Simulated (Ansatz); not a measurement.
# PdSb: the cost of one run

Program: Ansatz 0.2.0. Level of theory: DFT r²SCAN, scalar-relativistic, plane waves, PAW. These are calculated values, not measurements.

The COD entry's cell or inner coordinates are ideal or old and differ from later refinements, so a difference from it is no clean test against experiment.

2 further runs of the same task are left out: 2 set aside as unsound or not needed.

## Step 1: The structure to begin with

Symmetry: P6_3/mmc, No. 194, hexagonal system. Conventional cell: a = 4.070 Å, b = 4.070 Å, c = 5.582 Å, α = 90.00°, β = 90.00°, γ = 120.00°. Sb (site symmetry -6m2) has 6 Pd at 2.73 Å as nearest neighbours. Pd (site symmetry -3m) is surrounded by 6 Sb at 2.73 Å and 2 Pd at 2.79 Å.

Structure file:

```
Sb Pd
1.0
     4.07000    0.00000    0.00000
    -2.03500    3.52472    0.00000
     0.00000    0.00000    5.58200
Sb Pd
2 2
Direct
  0.33333 0.66667 0.25000
  0.66667 0.33333 0.75000
  0.00000 0.00000 0.00000
  0.00000 0.00000 0.50000
```

The cell is the deposited one, not relaxed. At r²SCAN, an earlier run found 3.79 GPa for this cell of 20.019 Å³/atom (10×10×6 mesh), metallic. The cell is compressed at this level.

## Step 2: Bands on a fine mesh, Fermi surface

Contents of input.yaml:

```yaml
crystal:
  lattice:
    - [4.0699982506, 0.0, 0.0]
    - [-2.0349991253, 3.5247218784, 0.0]
    - [0.0, 0.0, 5.581999616]
  atoms:
    - { symbol: Sb, position: [0.3333333333, 0.6666666667, 0.25] }
    - { symbol: Sb, position: [0.6666666667, 0.3333333333, 0.75] }
    - { symbol: Pd, position: [0.0, 0.0, 0.0] }
    - { symbol: Pd, position: [0.0, 0.0, 0.5] }
basis:
  ecutwfc: 500
  ecutrho_ratio: 4
kpoints:
  mp_grid: { grid: [10, 10, 6] }
hamiltonian:
  xc: r2scan
scf:
  occupations: { method: gaussian, width: 0.05 }
output:
  forces: true
  stress: true
  eigenvalues: true
  eigenstates:
    nscf_kmesh: { grid: [12, 12, 8] }
    de_dk: true
    e_range: [-2.5, 2.5]
  write_density: true
  write_potential: true
  elf: true
  volumetric_format: npy
```

Run with:

```sh
$ ansatz run input.yaml --threads 4 --pin off --max-ram 9216MiB --backend cpu --events-out ev --progress --plain --runs-dir out
```

Q: Estimate wall time and peak memory on 4 threads of Arm Neoverse V1, shared host.

About 15 s, with a peak of 0.68 GiB.
